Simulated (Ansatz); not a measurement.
**AlH₂Br: one structure at several levels**

An exercise on one series of results from a longer session: the logs are not shown, and one member is left open.

Program: Ansatz 0.2.0, Gaussian basis. Level of theory: single points in def2-TZVPP. These are calculated values, not measurements.

Cores are frozen in the correlated methods. Filled d shells of the heavier atoms are correlated.

## Where the work starts

SMILES `[AlH2][Br]`, 4 atoms, charge 0, spin multiplicity 1.

Atoms are counted from 1 here; the program's logs count them from 0.

Bond lengths: Al1–Br2 2.244 Å, Al1–H3 1.539 Å, Al1–H4 1.537 Å. Angles: Br2–Al1–H3 119.6°, Br2–Al1–H4 121.5°, H3–Al1–H4 118.9°.

As a file:

```mol
AlBrH2
  3D, bonds by distance, orders not assigned

  4  3  0  0  0  0  0  0  0  0999 V2000
   -0.1356   -0.0443   -0.0887 Al  0  0
    1.6933    0.4960    1.0935 Br  0  0
   -0.5843   -1.5149   -0.1639 H   0  0
   -0.9358    1.0169   -0.8601 H   0  0
  1  2  8  0
  1  3  8  0
  1  4  8  0
M  END
```

Set-up of the first run:

run/in.yaml reads:

```yaml
crystal:
  periodic: [false, false, false]
  atoms:
    - {symbol: Al, position_ang: [-0.135600, -0.044300, -0.088700]}
    - {symbol: Br, position_ang: [1.693300, 0.496000, 1.093500]}
    - {symbol: H, position_ang: [-0.584300, -1.514900, -0.163900]}
    - {symbol: H, position_ang: [-0.935800, 1.016900, -0.860100]}
basis:
  gaussian: {orbitals: def2-TZVPP}
correlation: {method: ccsd_t}
output: {forces: true}
```

The command line of these runs was not kept.

Steps of the session up to this table: CCSD(T)/def2-TZVPP; PBE0-D4/def2-TZVPP; wB97M-V/def2-TZVPP; r2SCAN-D4/def2-TZVPP; PBE-D4/def2-TZVPP; SPW92/def2-TZVPP; BLYP-D4/def2-TZVPP.

One of the session's tables, all rows but one given; the rest of the session is left out.

```
   method  RMS force component (eV/Å)  angle to CCSD(T) forces (°)  dipole (D)
  CCSD(T)                       0.230                    reference        0.92
  PBE0-D4                       0.254                          7.9        0.95
  wB97M-V                       0.188                          9.0        0.99
r2SCAN-D4                       0.244                          6.4        0.90
   PBE-D4                       0.313                          6.4        0.83
    SPW92                       0.313                         24.8        0.92
  BLYP-D4                           ?                            ?           ?
```

**Question.** Estimate the row for BLYP-D4.

**Answer.** RMS force component (eV/Å): 0.292; angle to CCSD(T) forces (°): 20.0; dipole (D): 0.83. In the column «RMS force component (eV/Å)» it lies between PBE0-D4 (0.254) and PBE-D4 (0.313).
